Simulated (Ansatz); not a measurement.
# Gd2TeO2: the cost of one run

Computed with Ansatz 0.2.0 (DFT r²SCAN+U (U = 3 eV, J = 0.7 eV on Gd f), plane waves, PAW, no spin–orbit coupling unless a run says so, unless a step's input says otherwise).

4 further runs of the same task are left out: 4 that didn't finish. Runs told in other sessions of the task aren't counted.

### 1 The system as given

The structure is tetragonal, space group I4/mmm (No. 139). The conventional cell has a = 3.955 Å, b = 3.955 Å, c = 12.576 Å, α = 90.00°, β = 90.00°, γ = 90.00°. Gd (site symmetry 4mm) is surrounded by 4 O at 2.29 Å and 4 Te at 3.43 Å. O (site symmetry -4m2) is surrounded by 4 Gd at 2.29 Å. Te (site symmetry 4/mmm) has 8 Gd at 3.43 Å in its first shell of neighbours.

As a file:

```
Gd O Te
1.0
    -1.97755    1.97755    6.28785
     1.97755   -1.97755    6.28785
     1.97755    1.97755   -6.28785
Gd O Te
2 2 1
Direct
  0.34200 0.34200 0.00000
  0.65800 0.65800 0.00000
  0.75000 0.25000 0.50000
  0.25000 0.75000 0.50000
  0.00000 0.00000 0.00000
```

An earlier series on this cell reached its lowest free state from «ferrimagnetic site moments held at first, then free», perhaps among other starts.

### 2 Antiferromagnetic directions held

Contents of input.yaml:

```yaml
crystal:
  lattice:
    - [-1.97755308, 1.97755308, 6.28785082]
    - [1.97755308, -1.97755308, 6.28785082]
    - [1.97755308, 1.97755308, -6.28785082]
  atoms:
    - { symbol: Gd, position: [0.342, 0.342, 0.0], spin: 7.0 }
    - { symbol: Gd, position: [0.658, 0.658, 0.0], spin: -7.0 }
    - { symbol: O, position: [0.75, 0.25, 0.5] }
    - { symbol: O, position: [0.25, 0.75, 0.5] }
    - { symbol: Te, position: [0.0, 0.0, 0.0] }
basis:
  ecutwfc: 500
  ecutrho_ratio: 4
kpoints:
  mp_grid: { grid: [7, 7, 7] }
hamiltonian:
  xc: r2scan
  hubbard:
    sites:
      - { site: 0, l: f, u: 3.0, j: 0.7, starting_ns: [{ spin: up, occupation_matrix: s0up }, { spin: down, occupation_matrix: s0down }] }
      - { site: 1, l: f, u: 3.0, j: 0.7, starting_ns: [{ spin: up, occupation_matrix: s1up }, { spin: down, occupation_matrix: s1down }] }
    occupation_matrices:
      s0up:
        matrix:
          - [0.97, 0.0, 0.0, 0.0, 0.0, 0.0, 0.0]
          - [0.0, 0.97, 0.0, 0.0, 0.0, 0.0, 0.0]
          - [0.0, 0.0, 0.97, 0.0, 0.0, 0.0, 0.0]
          - [0.0, 0.0, 0.0, 0.97, 0.0, 0.0, 0.0]
          - [0.0, 0.0, 0.0, 0.0, 0.97, 0.0, 0.0]
          - [0.0, 0.0, 0.0, 0.0, 0.0, 0.97, 0.0]
          - [0.0, 0.0, 0.0, 0.0, 0.0, 0.0, 0.97]
      s0down:
        matrix:
          - [0.02, 0.0, 0.0, 0.0, 0.0, 0.0, 0.0]
          - [0.0, 0.02, 0.0, 0.0, 0.0, 0.0, 0.0]
          - [0.0, 0.0, 0.02, 0.0, 0.0, 0.0, 0.0]
          - [0.0, 0.0, 0.0, 0.02, 0.0, 0.0, 0.0]
          - [0.0, 0.0, 0.0, 0.0, 0.02, 0.0, 0.0]
          - [0.0, 0.0, 0.0, 0.0, 0.0, 0.02, 0.0]
          - [0.0, 0.0, 0.0, 0.0, 0.0, 0.0, 0.02]
      s1up:
        matrix:
          - [0.02, 0.0, 0.0, 0.0, 0.0, 0.0, 0.0]
          - [0.0, 0.02, 0.0, 0.0, 0.0, 0.0, 0.0]
          - [0.0, 0.0, 0.02, 0.0, 0.0, 0.0, 0.0]
          - [0.0, 0.0, 0.0, 0.02, 0.0, 0.0, 0.0]
          - [0.0, 0.0, 0.0, 0.0, 0.02, 0.0, 0.0]
          - [0.0, 0.0, 0.0, 0.0, 0.0, 0.02, 0.0]
          - [0.0, 0.0, 0.0, 0.0, 0.0, 0.0, 0.02]
      s1down:
        matrix:
          - [0.97, 0.0, 0.0, 0.0, 0.0, 0.0, 0.0]
          - [0.0, 0.97, 0.0, 0.0, 0.0, 0.0, 0.0]
          - [0.0, 0.0, 0.97, 0.0, 0.0, 0.0, 0.0]
          - [0.0, 0.0, 0.0, 0.97, 0.0, 0.0, 0.0]
          - [0.0, 0.0, 0.0, 0.0, 0.97, 0.0, 0.0]
          - [0.0, 0.0, 0.0, 0.0, 0.0, 0.97, 0.0]
          - [0.0, 0.0, 0.0, 0.0, 0.0, 0.0, 0.97]
    ns_hold: { iters: 8 }
scf:
  occupations: { method: gaussian, width: 0.05 }
  lower_state_search: "off"
  max_iter: 150
output:
  forces: true
  stress: true
  eigenvalues: true
  populations: true
  hubbard: { sites: [{ site: 0, l: f }, { site: 1, l: f }] }
magnetization:
  spin_polarized: true
  spin_locking: { lock_directions: true }
```

At this filling each channel is wholly full or empty, so no choice of orbitals remains. The typed matrices put 0.97 on the chosen orbitals and 0.02 on the others, and are held for 8 cycles. The lock stays on to the end, so the result is a constrained state unless its moments die out.

Launch:

```
$ ansatz run input.yaml --threads 8 --pin off --max-ram 12288MiB --backend cpu --events-out ev --progress --plain --runs-dir out
```

**Question.** How long does this run take on 8 threads of Arm Neoverse V2, shared host, and how much memory does it need?

About 19 s, with a peak of 1.1 GiB.
